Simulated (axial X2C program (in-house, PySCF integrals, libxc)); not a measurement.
# A two-component session on SnAl: properties at the nuclei

Wanted for SnAl: properties at the nuclei, at the two-component level.

The runs use an in-house X2C program for linear molecules on PySCF integrals; two-component X2C with atomic mean-field terms, Sn dyall-cv3z, Al dyall-v3z.

All values are calculated.

### Step 1. Input

The input, task.json:

```json
{"zs": [50, 13], "q": 0, "bas": ["dyall-cv3z", "dyall-v3z"], "r0": 2.66, "levels": ["PBE0", "HF", "B3LYP", "PBE50", "LDA"], "nst": 3}
```

Keys: zs atomic numbers; q charge; bas basis sets; r0 starting distance in Å; levels methods (HF also brings MP2); nst determinants followed.

The run is started by

```sh
$ python soeom.py task.json out
```

Further steps of the session: Expectation values, lowest determinant; Expectation values, a higher determinant; Expectation values, a higher determinant.

Before running it: what results should come out? Wanted: lowest determinant; Eeff magnitude; Ws magnitude Sn; A∥/gI Sn; qzz Sn; higher determinant (for each run or level that gives them).

As calculated:

| quantity | value |
| --- | --- |
| lowest determinant | Ω = 3/2 (excess of +ω over −ω: ω = 3/2) |
| Eeff magnitude (GV/cm), PBE0 | 3.4 |
| Ws magnitude Sn (kHz), PBE0 | 1.47 |
| A∥/gI Sn (MHz), PBE0 | -388 |
| qzz Sn (a.u.), PBE0 | -1.42 |
| higher determinant | Ω = 1/2 (excess of +ω over −ω: 2 × ω = -1/2, ω = 3/2) |
| Eeff magnitude (GV/cm), PBE0, higher determinant | 3.57 |
| Ws magnitude Sn (kHz), PBE0, higher determinant | 4.08 |
| A∥/gI Sn (MHz), PBE0, higher determinant | -1440 |
| qzz Sn (a.u.), PBE0, higher determinant | -1.55 |
| higher determinant | Ω = 1/2 (excess of +ω over −ω: ω = 1/2) |
| Eeff magnitude (GV/cm), PBE0, higher determinant | 2.24 |
| Ws magnitude Sn (kHz), PBE0, higher determinant | 2.8 |
| A∥/gI Sn (MHz), PBE0, higher determinant | -101 |
| qzz Sn (a.u.), PBE0, higher determinant | -1.68 |

What this shows: In the first state, the effective field runs from 2.73 to 3.85 GV/cm over the mean-field levels. The expectation values come from single determinants, which for open shells can mix terms of unlike spin or miss the lowest Ω, so a determinant need not be a state. Eeff is the effective electric field on the electron dipole moment in this Ω state and Ws the scalar–pseudoscalar constant (defined with the proton number Z and per Ω); A∥ is the parallel hyperfine constant, which follows by multiplying with the nuclear g factor gI = μI/(I μN); qzz is the electric field gradient, eQq0 = 234.96 MHz × Q/barn × qzz; μ is positive if Al is the positive end. The operators were transformed with the bare-nucleus X2C matrices.
